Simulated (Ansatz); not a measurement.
# C2H5BClFSi: up Jacob's ladder to CCSD(T)

How much do the methods differ for C2H5BClFSi? The plan is to run it at one geometry with functionals of several rungs and with coupled cluster. The yardstick is the atomisation energy at the CCSD(T) limit.

The runs use Ansatz 0.2.0, Gaussian basis; functionals in def2-TZVPP, the program's frozen cores in correlated methods.

The runs, in order: PBE-D4, r2SCAN-D4, PBE0-D4, B3LYP-D4, ωB97X-V, ωB97M-V, B2PLYP; CCSD(T)/def2-TZVPP; MP2/def2-QZVPP; extrapolation to the limit.

### Step 1. Structure used throughout

The geometry comes from an earlier relaxation with PBE0-D4/def2-TZVP; it is a stationary point, not always the lowest conformer.

SMILES `FC1([SiH2]Cl)BC1`, 11 atoms, charge 0, spin multiplicity 1.

Atoms are counted from 1 here; the program's logs count them from 0.

Bond lengths: F1–C2 1.384 Å, C2–Si3 1.861 Å, C2–B5 1.532 Å, C2–C6 1.530 Å, Si3–Cl4 2.056 Å, Si3–H7 1.484 Å, Si3–H8 1.478 Å, B5–C6 1.518 Å, B5–H9 1.182 Å, C6–H10 1.095 Å, C6–H11 1.085 Å. Angles: F1–C2–Si3 114.0°, F1–C2–B5 121.3°, F1–C2–C6 119.3°, Si3–C2–B5 117.2°, Si3–C2–C6 114.8°, B5–C2–C6 59.4°, C2–Si3–Cl4 111.5°, C2–Si3–H7 108.3°, C2–Si3–H8 109.8°, Cl4–Si3–H7 107.4°, Cl4–Si3–H8 108.4°, H7–Si3–H8 111.5°, C2–B5–C6 60.2°, C2–B5–H9 148.8°, C6–B5–H9 147.7°, C2–C6–B5 60.3°, C2–C6–H10 116.6°, C2–C6–H11 118.1° and more.

As a file:

| atom | x (Å) | y (Å) | z (Å) |
| --- | --- | --- | --- |
| F1 | -1.9661 | 0.1880 | 0.1089 |
| C2 | -0.5828 | 0.1738 | 0.1531 |
| Si3 | 0.1557 | -1.5336 | 0.1830 |
| Cl4 | 0.1555 | -2.3872 | -1.6875 |
| B5 | 0.2028 | 1.2898 | 0.8496 |
| C6 | 0.2038 | 1.1997 | -0.6659 |
| H7 | 1.5696 | -1.4219 | 0.6191 |
| H8 | -0.6239 | -2.4008 | 1.0917 |
| H9 | 0.3794 | 1.9540 | 1.8115 |
| H10 | -0.3627 | 2.0480 | -1.0632 |
| H11 | 0.9341 | 0.8333 | -1.3797 |

### Step 2. PBE-D4 (GGA)

in.yaml

```yaml
crystal:
  periodic: [false, false, false]
  atoms:
    - {symbol: F, position_ang: [-1.966106, 0.187981, 0.108909]}
    - {symbol: C, position_ang: [-0.582807, 0.173771, 0.153132]}
    - {symbol: Si, position_ang: [0.155743, -1.533641, 0.182988]}
    - {symbol: Cl, position_ang: [0.155466, -2.387175, -1.687516]}
    - {symbol: B, position_ang: [0.202812, 1.289808, 0.849585]}
    - {symbol: C, position_ang: [0.203802, 1.199691, -0.665908]}
    - {symbol: H, position_ang: [1.569642, -1.421859, 0.619076]}
    - {symbol: H, position_ang: [-0.623869, -2.400795, 1.091723]}
    - {symbol: H, position_ang: [0.379355, 1.954001, 1.811472]}
    - {symbol: H, position_ang: [-0.362743, 2.047974, -1.063238]}
    - {symbol: H, position_ang: [0.934106, 0.833347, -1.379723]}
basis:
  gaussian: {orbitals: def2-TZVPP}
hamiltonian: {xc: pbe, dispersion: d4}
output: {forces: true, orbitals: {seedname: orbitals}}
```

Started as:

```
> ansatz run in.yaml --threads 4 --pin off --events-out ev --progress --plain --max-ram 10444MiB
```

The runs that follow: r2SCAN-D4 (meta-GGA); PBE0-D4 (hybrid); B3LYP-D4 (hybrid); ωB97X-V (range-separated); ωB97M-V (range-separated); B2PLYP (double hybrid); CCSD(T) in def2-TZVPP; MP2 in def2-QZVPP.

Q: Predict the results of all the runs planned. Wanted: atomisation energy, CCSD(T)/CBS; farthest; mean size of error, hybrid; mean size of error, range-separated; gap, smallest and largest; T1 diagnostic; triples share of the correlation energy.

As calculated:

| quantity | value |
| --- | --- |
| atomisation energy, CCSD(T)/CBS | 3989.4 kJ/mol |
| functionals within 19.9 kJ/mol (0.5 %) | B3LYP-D4 |
| farthest | PBE-D4 (+116.9 kJ/mol) |
| mean size of error, hybrid | 28.4 kJ/mol |
| mean size of error, range-separated | 41.8 kJ/mol |
| gap, smallest and largest | 3.21 eV (PBE-D4), 10.17 eV (ωB97X-V) |
| T1 diagnostic | 0.0121 |
| triples share of the correlation energy | 3.9 % |

In words: PBE-D4 misses by +116.9 kJ/mol, or 10.6 kJ/mol for each of 11 bonds. Double hybrids carry the basis error of their MP2 part in triple zeta, and no dispersion term here, so their miss is partly the set-up's. The reference freezes the cores and leaves out relativity and excitations past (T), so misses under about 19.9 kJ/mol can't be ranked. Hartree-Fock recovers 74 % of the binding; the rest is correlation. The gap grows from 3.2 to 10.2 eV across the functionals, mostly with the share of exact exchange.
